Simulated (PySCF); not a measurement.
# K2: the cost of one run

Method: each script names its method and basis; program: PySCF 2.14.0.

## (1) The system as given

K2⁺: 2 atoms, charge 1, spin multiplicity 2.

No contacts short enough for the rule that draws bonds.

## (2) Base script

Input file input.py:

```python
from pyscf import gto, scf, cc

mol = gto.M(
    atom='K 0 0 0; K 0 0 4.19',
    basis='sapporo-dkh3-dzp-2012',
    charge=1,
    spin=1,
    verbose=4,
)
mf = scf.UHF(mol)
mf = mf.sfx2c1e()
mf = mf.density_fit(auxbasis='def2-universal-jkfit')
mf.kernel()
mycc = cc.CCSD(mf)
mycc.kernel()
mf.dip_moment()
print('orbital energies (hartree):', [e[max(0, n-3):n+3].round(4) for e, n in zip(mf.mo_energy, mol.nelec)])
```

The run is started by

```bash
OMP_NUM_THREADS=1 python input.py
```

What time and memory should one allow on 1 thread of Intel Xeon Platinum 8488C, shared host?

About 15 s, with a peak of 0.29 GiB.
